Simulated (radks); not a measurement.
**V⁺ in [Ar] 3d3.5 4f0.5: an all-electron calculation**

An exercise on one series of results from a longer session: the logs are not shown, and one member is left open.

Method: non-relativistic Kohn-Sham, PW91, spin-polarised, spherical densities, point nucleus; open shells are filled with parallel spins first. Code: radks (a radial shooting solver on a logarithmic mesh, Libxc functionals) version 1.

**The atom as given**

- element: vanadium (Z = 23)
- charge: +1
- electrons: 22
- configuration: [Ar] 3d3.5 4f0.5

Set-up of the first run:

The run's settings:

```text
Z 23
configuration [Ar] 3d3.5 4f0.5
relativity non-relativistic
functional pw91,pw91
spin polarised
nucleus point
```

One of the session's tables, all rows but one given; the rest of the session is left out.

It belongs to the step «Orbitals and density». Radial moments (bohr):

| level | <r> | outermost maximum (interpolated) | 90 % within | nodes |
| --- | --- | --- | --- | --- |
| 1s down | 0.06705 | 0.0441 | 0.119 | 0 |
| 1s up | 0.06705 | 0.0441 | 0.119 | 0 |
| 2s up | ? | ? | ? | ? |
| 2s down | 0.3108 | 0.258 | 0.482 | 1 |
| 2p up | 0.2753 | 0.209 | 0.452 | 0 |
| 2p down | 0.2748 | 0.209 | 0.451 | 0 |
| 3s up | 0.9607 | 0.828 | 1.44 | 2 |
| 3s down | 0.9614 | 0.828 | 1.44 | 2 |
| 3p up | 1.026 | 0.850 | 1.58 | 1 |
| 3p down | 1.029 | 0.850 | 1.59 | 1 |
| 3d up | 1.390 | 0.900 | 2.41 | 0 |
| 3d down | 1.447 | 0.906 | 2.55 | 0 |
| 4f up | 10.33 | 9.63 | 14.7 | 0 |

**Question.** Estimate the row for 2s up.

**Answer.** <r>: 0.3112; outermost maximum (interpolated): 0.258; 90 % within: 0.483; nodes: 1. In the column «<r>» it lies between 2s down (0.3108) and 3s up (0.9607).
